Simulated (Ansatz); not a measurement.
**CH₅AlSSi: small, medium and large basis sets**

The task here is to estimate one member of a computed series from the others.

Program: Ansatz 0.2.0, Gaussian basis. Level of theory: one geometry, several basis sets. These are calculated values, not measurements.

Plan: PBE0-D4/def2-SVP; ωB97M-V/def2-SVP; PBE0-D4/def2-QZVPP; ωB97M-V/def2-QZVPP; the functionals' def2-TZVPP values are taken from earlier runs.

## Structure used throughout

The geometry comes from an earlier relaxation with PBE0-D4 in a triple-zeta def2 set; it is a stationary point, not always the lowest conformer.

9 atoms, charge 0, spin multiplicity 1.

Atoms are counted from 1 here; the program's logs count them from 0.

Bond lengths: Si1–Al2 2.445 Å, Si1–H5 1.492 Å, Si1–H6 1.493 Å, Si1–H7 1.492 Å, Al2–C3 1.960 Å, Al2–S4 2.407 Å, Al2–H8 1.585 Å, C3–S4 1.634 Å, C3–H9 1.089 Å. Angles: Al2–Si1–H5 112.2°, Al2–Si1–H6 112.1°, Al2–Si1–H7 111.1°, H5–Si1–H6 106.8°, H5–Si1–H7 107.3°, H6–Si1–H7 107.1°, Si1–Al2–C3 116.5°, Si1–Al2–S4 111.8°, Si1–Al2–H8 126.7°, C3–Al2–S4 42.4°, C3–Al2–H8 116.0°, S4–Al2–H8 112.6°, Al2–C3–S4 83.6°, Al2–C3–H9 156.0°, S4–C3–H9 120.4°, Al2–S4–C3 54.0°.

The first run:

in.yaml

```yaml
crystal:
  periodic: [false, false, false]
  atoms:
    - {symbol: Si, position_ang: [-0.657945, 1.069408, -1.145185]}
    - {symbol: Al, position_ang: [0.253189, -0.951021, -0.113414]}
    - {symbol: C, position_ang: [0.472182, -0.914272, 1.833590]}
    - {symbol: S, position_ang: [1.993283, -0.441360, 1.469275]}
    - {symbol: H, position_ang: [0.027918, 1.406423, -2.426280]}
    - {symbol: H, position_ang: [-2.111158, 0.932916, -1.457656]}
    - {symbol: H, position_ang: [-0.511785, 2.246742, -0.240448]}
    - {symbol: H, position_ang: [0.456975, -2.360461, -0.808396]}
    - {symbol: H, position_ang: [0.165842, -1.034676, 2.871512]}
basis:
  gaussian: {orbitals: def2-SVP}
hamiltonian: {xc: pbe0, dispersion: d4}
output: {orbitals: {seedname: orbitals}}
```

Run with:

```bash
$ ansatz run in.yaml --threads 2 --pin off --events-out ev --progress --plain --max-ram 4352MiB
```

Steps of the session up to this table: PBE0-D4 in def2-SVP; ωB97M-V in def2-SVP; PBE0-D4 in def2-QZVPP; ωB97M-V in def2-QZVPP.

One table of the session follows, with a row left open; its other results are not shown here.

It belongs to the step «Functionals by basis». 

```
functional       basis  HOMO (eV)  LUMO (eV)
   PBE0-D4    def2-SVP      -7.38      -3.12
   PBE0-D4  def2-TZVPP      -7.35      -3.14
   PBE0-D4  def2-QZVPP      -7.35      -3.16
   ωB97M-V    def2-SVP      -9.33      -0.80
   ωB97M-V  def2-TZVPP      -9.34      -0.93
   ωB97M-V  def2-QZVPP          ?          ?
```

Estimate the missing values for ωB97M-V, def2-QZVPP.

The run gave: HOMO (eV): -9.35; LUMO (eV): -0.97. In the column «HOMO (eV)» it is the lowest.
